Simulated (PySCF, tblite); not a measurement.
**C₅H₁₁AsBN: geometry, infrared bands and NMR shifts**

Aim: predict the infrared bands and NMR shifts of C₅H₁₁AsBN (`C=CC[B@@H-]([AsH2])[N+]#CC`).

Programs: tblite 0.8.0 and PySCF 2.14.0, with density-fitted response routines of our own. Each step states its level of theory. These are calculated values for one molecule in the gas phase, unless marked as measured. Atoms are numbered from 0 throughout.

## (1) Starting geometry

19 atoms, charge 0, multiplicity 1; geometry from: force field or distance geometry start.

Bonds of the start (Å): C0–C1 1.33, C1–C2 1.48, C2–B3 1.57, B3–As4 2.06, B3–N5 1.49, N5–C6 1.16, C6–C7 1.48, C0–H8 1.09, C0–H9 1.09, C1–H10 1.10, C2–H11 1.10, C2–H12 1.14, B3–H13 1.20, As4–H14 1.55, As4–H15 1.57, C7–H16 1.11, C7–H17 1.11, C7–H18 1.11.

## (2) Optimising the geometry with GFN2-xTB

Job settings and geometry (Å):

```
{"job": {"kind": "relax", "xc": "GFN2-xTB", "basis": "xTB"}, "charge": 0, "multiplicity": 1}
C     -2.392200    -1.448300    -0.457000
C     -2.184900    -0.209400    -0.010700
C     -1.308300     0.748200    -0.716700
B     -0.070200     1.267600     0.093900
As    -0.436500     1.477100     2.108400
N      1.088300     0.365900    -0.168700
C      2.011300    -0.310600    -0.374700
C      3.187500    -1.170500    -0.652500
H     -1.954200    -1.820500    -1.385900
H     -3.035900    -2.145200     0.079300
H     -2.686200     0.032100     0.943700
H     -0.993800     0.286000    -1.664000
H     -1.919200     1.672300    -0.977800
H      0.155600     2.379900    -0.306000
H     -0.132600     0.204900     2.936800
H      0.224500     2.770100     2.694900
H      3.756400    -0.792900    -1.525400
H      2.819100    -2.193600    -0.849400
H      3.861500    -1.103700     0.224400
```

Run with:

```bash
$ OMP_NUM_THREADS=1 python probes_run.py task.json out
```

The driver reads the jobs from task.json and runs them one after another.

**Question.** This job is followed by: GFN2-xTB harmonic vibrations, gas phase; GIAO PBE0/pcSseg-1 NMR shielding, non-relativistic, gas phase. Predict these results of the whole session: strongest single infrared mode (GFN2-xTB); zero-point energy (GFN2-xTB); ¹³C shifts against TMS (PBE0/pcSseg-1); ¹H shifts against TMS (PBE0/pcSseg-1, means over atoms taken as alike); ¹¹B shifts against BF3·OEt2 (PBE0/pcSseg-1); ⁷⁵As shifts against AsH3 (PBE0/pcSseg-1); ¹⁵N shifts against NH3 (PBE0/pcSseg-1).

As calculated:

| quantity | value |
| --- | --- |
| strongest single infrared mode (GFN2-xTB) | 1823 cm⁻¹, 961 km/mol |
| zero-point energy (GFN2-xTB) | 89.3 kcal/mol |
| ¹³C shifts against TMS (PBE0/pcSseg-1) | 154.4, 128.2, 111.6, 33.7, 3.8 ppm |
| ¹H shifts against TMS (PBE0/pcSseg-1, means over atoms taken as alike) | 6.49, 4.88, 4.80, 2.65, 2.25, 2.02, 1.84, 1.53 ppm |
| ¹¹B shifts against BF3·OEt2 (PBE0/pcSseg-1) | -33.0 ppm |
| ⁷⁵As shifts against AsH3 (PBE0/pcSseg-1) | 270 ppm |
| ¹⁵N shifts against NH3 (PBE0/pcSseg-1) | 234.1 ppm |

Over 139 steps the energy fell by 1.382 eV; of the close pairs, C2–B3 changed most, 1.568 to 1.652 Å. The lowest mode is slightly imaginary (10i cm⁻¹), a soft motion within the noise of the Hessian, so the minimum is not strictly shown. The strongest single mode, at 1823 cm⁻¹, moves mainly H14. Unscaled tight-binding wavenumbers are off by several per cent, some by more. Its intensities can rank the bands wrongly. The most deshielded carbon is C1 (alkene CH), at 154.4 ppm: an sp2 carbon of a C=C bond. The most deshielded hydrogen is H10 (hydrogen on an alkene CH), at 6.49 ppm: attached to an sp2 carbon and in the plane of the double bond. Spin-orbit coupling is left out, which matters for shieldings and couplings at and beside the heavy atoms.
